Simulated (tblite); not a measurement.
# C5H12GaNS: the cost of one run

The runs use tblite 0.8.0 and PySCF 2.14.0, with density-fitted response routines of our own; the level of theory stands in each step. All values are computed, except where a source is named. Atoms count from 0, in the outputs and in this text.

## (1) The molecule as given

20 atoms, charge 0, multiplicity 1; geometry from: force field or distance geometry start.

Bonds of the start (Å): C0–C1 1.50, C1–Ga2 2.02, Ga2–N3 1.85, N3–C4 1.16, C4–C5 1.46, C5–C6 1.53, C5–S7 1.84, C0–H8 1.11, C0–H9 1.11, C0–H10 1.11, C1–H11 1.11, C1–H12 1.09, Ga2–H13 1.61, Ga2–H14 1.61, C5–H15 1.09, C6–H16 1.10, C6–H17 1.09, C6–H18 1.13, S7–H19 1.42.

## (2) Relaxing the molecule with GFN2-xTB

What the job is given:

```
{"job": {"kind": "relax", "xc": "GFN2-xTB", "basis": "xTB"}, "charge": 0, "multiplicity": 1}
C     -3.717000    -0.286600     0.669200
C     -2.697400    -0.426900    -0.420500
Ga    -1.416000     1.127800    -0.304000
N      0.291500     0.440400    -0.454500
C      1.369000     0.012900    -0.532800
C      2.729800    -0.495000    -0.656300
C      3.244300    -0.705700     0.773500
S      3.775800     0.792700    -1.441000
H     -3.167700    -0.311800     1.637500
H     -4.459500    -1.102700     0.604800
H     -4.237700     0.682300     0.558600
H     -2.084800    -1.352500    -0.314800
H     -3.143600    -0.431800    -1.414900
H     -1.646500     2.190200    -1.486000
H     -1.672000     1.797800     1.141700
H      2.722800    -1.433500    -1.217000
H      2.844000    -1.668900     1.110000
H      4.328500    -0.619000     0.757300
H      2.781400     0.119200     1.390700
H      4.149900     1.681700    -0.404800
```

On the command line:

```bash
$ OMP_NUM_THREADS=1 python probes_run.py task.json out
```

One launch serves the whole session: the jobs run in the order shown.

**Question.** How long does this first job take on 1 thread of Arm Neoverse N1, shared host, and how much memory does it need?

About 4 s, with a peak of 0.18 GiB.
